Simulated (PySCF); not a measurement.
# PbOCl₂: relaxation and vibrations of the singlet

Where does singlet PbOCl₂ go from a T-shaped (ligand arrangement 2) start, is the end point a minimum, and what are its modes, charges and moments?

Computed with PySCF 2.14.0. Level: PBE0, basis Pb def2-TZVP with ECP60, O def2-TZVP, Cl def2-TZVP, scalar-relativistic core potentials, no spin–orbit coupling, density fitting.

### 1 Starting geometry

4 atoms, charge 0, spin multiplicity 1.

Bond lengths: Pb1–O2 1.920 Å, Pb1–Cl3 2.430 Å, Pb1–Cl4 2.430 Å. Angles: O2–Pb1–Cl3 88.0°, O2–Pb1–Cl4 88.0°, Cl3–Pb1–Cl4 176.0°.

```xyz
4
charge 0 multiplicity 1
Pb    0.0000    0.0000   -0.1247
O     0.0000    0.0000    1.7953
Cl    2.4285    0.0000   -0.0399
Cl   -2.4285    0.0000   -0.0399
```

### 2 Relaxation: T-shaped (ligand arrangement 2) start, singlet

The steps below are one call of a driver around PySCF. For each, scf.py gives the equivalent set-up of the SCF; relaxations use the driver's own optimiser. Before each start the driver seeks the lowest SCF state from one or more starting densities and follows internal instabilities, so scf.py alone need not reach the same state.

The program finds C2v symmetry in the start, which this walk keeps. Threshold on the gradient: 0.0003 Eh/bohr, with a further test on the energy change.

The input, scf.py:

```python
from pyscf import gto, scf, dft
mol = gto.M(atom='''
Pb     0.000000     0.000000    -0.124668
O      0.000000     0.000000     1.795332
Cl     2.428500    -0.000000    -0.039868
Cl    -2.428500     0.000000    -0.039868''',
    basis={'Pb': 'def2-TZVP', 'O': 'def2-TZVP', 'Cl': 'def2-TZVP'},
    ecp={'Pb': 'def2-TZVP'},
    charge=0, spin=0)
mf = dft.RKS(mol, xc='PBE0')
mf.grids.atom_grid = (50, 194)
aux = {'Pb': 'def2-universal-JKFIT', 'O': 'def2-universal-JKFIT', 'Cl': 'def2-universal-JKFIT'}
mf = mf.density_fit(auxbasis=aux)
mf.kernel()
```

Energy and gradient, step by step:

```csv
step,energy (Eh),change (kJ/mol),largest symmetric gradient (Eh/bohr)
0,-1188.083666,0.00,0.04367
1,-1188.108043,-64.00,0.02428
2,-1188.130494,-122.95,0.01973
3,-1188.142945,-155.64,0.02487
4,-1188.152405,-180.48,0.02161
5,-1188.162009,-205.69,0.00774
6,-1188.165587,-215.08,0.00543
7,-1188.166074,-216.36,0.00182
8,-1188.166079,-216.38,0.00052
9,-1188.166072,-216.36,0.00005
```

The walk needed 66 s of wall time on 8 threads, shared host.

After 9 steps and 216.4 kJ/mol it ends at C2v: Pb–Cl 2.393 Å (×2), Pb–O 1.897 Å; Cl–Pb–Cl 99.8°, Cl–Pb–O 130.1° (×2).

### 3 Vibrations and properties at this point

On the finer grid the gradient is checked again; gradients at displacements of ±0.01 bohr then give force constants and infrared intensities.

scf.py: that of step 2 with these lines changed.

```diff
@@ -3,4 +3,4 @@
-Pb     0.000000     0.000000    -0.124668
-O      0.000000     0.000000     1.795332
-Cl     2.428500    -0.000000    -0.039868
-Cl    -2.428500     0.000000    -0.039868''',
+Pb     0.000000    -0.000000     0.257820
+O     -0.000000    -0.000000     2.154984
+Cl     1.839551    -0.000000    -1.272805
+Cl    -1.839551     0.000000    -1.272805''',
@@ -11 +11 @@
-mf.grids.atom_grid = (50, 194)
+mf.grids.atom_grid = (75, 302)
```

This SCF starts from the last density.

SCF at the final geometry:

```text
init E= -1188.16593046144
  HOMO = -0.318996707039854  LUMO = -0.161212188035526  gap/eV = 4.29354
cycle= 1 E= -1188.16593046144  delta_E= 1.82e-12  |g|= 4.93e-06  |ddm|= 7.4e-06
  HOMO = -0.318995105583332  LUMO = -0.161211728617793  gap/eV = 4.29350
Extra cycle  E= -1188.16593046141  delta_E= 3.32e-11  |g|= 1.25e-05  |ddm|= 1.41e-05
converged SCF energy = -1188.16593046141
```

The whole step took 1.8 min.

Geometry: C2v; Pb–Cl 2.393 Å (×2), Pb–O 1.897 Å; Cl–Pb–Cl 100.5°, Cl–Pb–O 129.8° (×2).

Modes, for the most abundant isotopes:

```
symmetry  ω (cm⁻¹)  IR (km/mol)     type
      b2        95         43.2     bend
      a1       102          3.2     bend
      b1       108         19.4     bend
      b2       330         65.1  stretch
      a1       341         21.6  stretch
      a1       727         32.5  stretch
```

All wavenumbers are real: a minimum.

Properties at this point:

- Dipole moment: 1.30 D
- Highest occupied level: -8.68 eV
- Lowest empty level: -4.39 eV
- Rotational constants: 0.0837, 0.07123, 0.03848 cm⁻¹
- Zero-point energy: 10.2 kJ/mol
- Principal polarisabilities: 40.3, 83.0, 83.5 bohr³
- Atomisation energy without zero-point energy: 828 kJ/mol
- Principal traceless quadrupole moments about the centre of mass: -10.56, 0.57, 9.99 D Å
- Entropy at 298.15 K and 1 bar: 347.0 J/(mol K)
- Heat capacity Cp at 298.15 K: 74.4 J/(mol K)
- Enthalpy at 298.15 K above 0 K: 17.93 kJ/mol
- Rotational symmetry number: 2

Populations by atom (charges in e):

```csv
atom,Mulliken,Löwdin,polar tensor,Mayer order to Pb1
Pb1,1.13,0.33,1.66,–
O2,-0.55,-0.40,-0.59,1.58
"Cl3,4",-0.29,0.04,-0.53,0.92
```

Outer orbital energies (eV). occupied: -11.21, -10.79, -10.38, -9.88, -9.75, -9.65, -8.92, -8.68; empty: -4.39, -2.68, -0.14, 1.03.

Mulliken populations on Pb1 (outside its core potential): s 3.38, p 7.16, d 10.21, f 0.11.

### 4 Results

| quantity | value |
| --- | --- |
| minimum | singlet, C2v |
| geometry | Pb–Cl 2.393 Å (×2), Pb–O 1.897 Å; Cl–Pb–Cl 100.5°, Cl–Pb–O 129.8° (×2) |
| wavenumbers (cm⁻¹) | 95 (b2), 102 (a1), 108 (b1), 330 (b2), 341 (a1), 727 (a1) |
| dipole moment | 1.30 D |
| highest occupied, lowest empty level | -8.68, -4.39 eV |
| polar-tensor charge of Pb1 | +1.66 e |
| zero-point energy | 10.2 kJ/mol |
| entropy at 298.15 K | 347.0 J/(mol K) |
| atomisation energy (no zero-point energy) | 828 kJ/mol |

**Reading.** The T-shaped (ligand arrangement 2) start keeps its C2v symmetry and ends in a minimum. The strongest infrared band lies at 330 cm⁻¹ (b2, stretch). Only this shape and spin were tried, so other structures or states may lie lower. With an element this heavy the missing spin–orbit coupling can shift these numbers.

The search up to here took 3 min.
